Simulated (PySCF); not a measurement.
# From one method to the next for KBr⁻

Aim: see what other levels and later steps give for KBr⁻.

Computed with PySCF 2.14.0. Level: method and basis as typed in the scripts.

2 further runs of the same task are left out: 2 that didn't finish.

## Step 1: The starting structure

KBr⁻: 2 atoms, charge -1, spin multiplicity 2.

Bond lengths: K1–Br2 2.645 Å.

## Step 2: The base run

input.py reads:

```python
from pyscf import gto, dft

mol = gto.M(
    atom='K 0 0 0; Br 0 0 2.645',
    basis='6-31g',
    charge=-1,
    spin=1,
    verbose=4,
)
mf = dft.UKS(mol, xc='pw6b95')
mf.kernel()
mf.dip_moment()
print('orbital energies (hartree):', [e[max(0, n-3):n+3].round(4) for e, n in zip(mf.mo_energy, mol.nelec)])
```

Command:

```sh
OMP_NUM_THREADS=1 python input.py
```

Its log is not repeated here.

It gives: E(SCF) = -3175.316252 Eh, 8 cycles, ⟨S²⟩ = 0.750.

The bond length is a typed value, not an optimised one. The dipole of an ion depends on the origin.

## Step 3: RKS

Variant 1 changes SCF type: UKS → RKS.

input.py reads:

```python
from pyscf import gto, dft

mol = gto.M(
    atom='K 0 0 0; Br 0 0 2.645',
    basis='6-31g',
    charge=-1,
    spin=1,
    verbose=4,
)
mf = dft.RKS(mol, xc='pw6b95')
mf.kernel()
mf.dip_moment()
print('orbital energies (hartree):', mf.mo_energy[..., max(0, mol.nelec[1]-3):mol.nelec[0]+3].round(4))
```

Command:

```sh
OMP_NUM_THREADS=1 python input.py
```

## Step 4: Blyp

Variant 2 changes functional: pw6b95 → blyp.

input.py, as its differences from that of step 2:

```diff
@@ -9,3 +9,3 @@
 )
-mf = dft.UKS(mol, xc='pw6b95')
+mf = dft.UKS(mol, xc='blyp')
 mf.kernel()
```

## Step 5: Bp86

Variant 3 changes functional: pw6b95 → bp86.

input.py, as its differences from that of step 2:

```diff
@@ -9,3 +9,3 @@
 )
-mf = dft.UKS(mol, xc='pw6b95')
+mf = dft.UKS(mol, xc='bp86')
 mf.kernel()
```

Q: Predict the outcome of this session. Wanted: for each run, E(SCF); from base; gap, α spin.

The runs gave:

```tsv
run	E(SCF) (hartree)	from base (eV)	cycles	gap, α spin (eV)
base	-3175.316252	0	8	1.83
RKS	-3175.316238	+0.0004	9	n/a
blyp	-3173.762142	not comparable	8	1.14
bp86	-3174.075868	not comparable	8	1.21
```

**Reading.** The highest filled level of this anion is positive: the basis lacks diffuse functions or the electron is not bound, so these numbers hang on the basis. The α-spin gap between the frontier levels is 1.1 eV with blyp (0 % exact exchange) and 1.8 eV with pw6b95 (28 %): exact exchange opens it. A lower total energy from another functional means nothing by itself.
